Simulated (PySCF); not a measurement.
# CH5F5NSi: the cost of one run

Computed with PySCF 2.14.0; each step states its level. No surroundings beyond the atoms listed, unless a continuum is named. Atoms count from 0, parts from 1.

### Step 1. Starting point

13 atoms, charge -1, multiplicity 1; geometry: GFN2-xTB, rigid scan. Parts: 1 = atoms 0–5, `F[Si-](F)(F)(F)F`, charge -1; 2 = atoms 6–12, `CN`, charge 0.

### Step 2. Interaction energy: 2.40 Å

The job: settings as JSON, then the geometry in Å.

```
{"job": {"kind": "inter", "xc": "CAM-B3LYP", "basis": "def2-SVP", "disp": "d3bj"}, "charge": -1, "multiplicity": 1, "parts": [{"atoms": "0-5", "charge": -1, "multiplicity": 1}, {"atoms": "6-12", "charge": 0, "multiplicity": 1}]}
F     -0.366247     1.273015    -0.137568
Si     0.135662    -0.269227    -0.455866
F      0.614782    -1.810612    -0.816246
F     -1.416415    -0.768301    -0.432577
F      0.851035     0.261928    -1.821112
F      0.990414    -0.303793     0.923233
C     -1.241862    -1.294936    -3.992385
N     -1.893607    -0.087562    -3.500148
H     -0.505710    -1.712722    -3.298468
H     -2.005600    -2.050678    -4.186727
H     -0.738184    -1.061067    -4.932398
H     -2.323348    -0.302671    -2.604143
H     -1.170051     0.592716    -3.281687
```

Method: CAM-B3LYP-D3(BJ)/def2-SVP interaction energy, counterpoise and uncorrected, gas phase.

Run with:

```
$ OMP_NUM_THREADS=1 python cluster_run.py task.json out
```

This one command runs all jobs of the session in turn.

Q: Estimate the wall time and peak memory of this first job on 1 thread of Arm Neoverse V1, shared host.

About 29 s, with a peak of 0.58 GiB.
